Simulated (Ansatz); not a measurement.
# GaTc, space group P-6m2: a convergence test of the plane-wave cutoff

Computed with the Ansatz DFT code, driven from Python.

The script reads `gatc.extxyz`:
```text
2
Lattice="2.85887044 0.0 0.0 -1.42943522 2.47585443 0.0 0.0 0.0 4.07629366" Properties=species:S:1:pos:R:3 pbc="T T T"
Ga    1.42943524    0.82528480    2.03814683
Tc   -0.00000001    1.65056963    0.00000000
```

Run as a notebook:

```python
import warnings

import ansatz as az
```

```python
KGRID = (13, 13, 8)
SMEARING = 'cold'

warnings.simplefilter('ignore', az.DeckWarning)
```

```python
crystal = az.Crystal.from_extxyz('gatc.extxyz')
```

```python
crystal.resolved().sites[-1]
```

    Site(symbol='Tc', position=(0.3333333318549532, 0.6666666707056763, 0.0), moment=None, axis=None, held=None, saved=None)

```python
calc = (
    crystal.calculation()
    .kpoints(*KGRID)  # the mesh must be finer for metals
    .functional(az.Functional.PBESOL)
    .occupations(SMEARING, width=50 * az.meV)  # smearing steadies the SCF of a metal
)
```

```python
rows = []
for value in [300, 350, 400, 450]:
    r = calc.basis(value).run(threads=1).report
    rows.append((value, r['free_energy_ev'] / len(r['lattice']['sites']), r['n_iterations'], r['n_pw']))
```

```python
print(' cutoff (eV)   F/atom (eV)    iterations   plane waves')
for row in rows:
    print(f'{str(row[0]):>12s}  {row[1]:12.5f}  {row[2]:12d}  {row[3]:12d}')

# differences from the last row
for row in rows[:-1]:
    shift = 1000 * (row[1] - rows[-1][1])
    print(f'{row[0]}: {shift:+.2f} meV/atom' + ('  (within 5 meV)' if abs(shift) < 5 else ''))
```

     cutoff (eV)   F/atom (eV)    iterations   plane waves
             300   -4539.71088             8           317
             350   -4540.39302             8           427
             400   -4540.52265             8           529
             450   -4540.54167             8           615
    300: +830.80 meV/atom
    350: +148.66 meV/atom
    400: +19.03 meV/atom

What to keep in mind:
- This cell is a computed structure, which may not be the phase found in nature.
- Shifts are counted from the last row, which is itself no proven limit.
- The script silences the warnings on its input, which a real study should read.
- Hardware and time: 8.6 s on 1 thread of Intel(R) Xeon(R) 6975P-C (Granite Rapids), with other jobs on the host, peak memory 0.43 GiB.
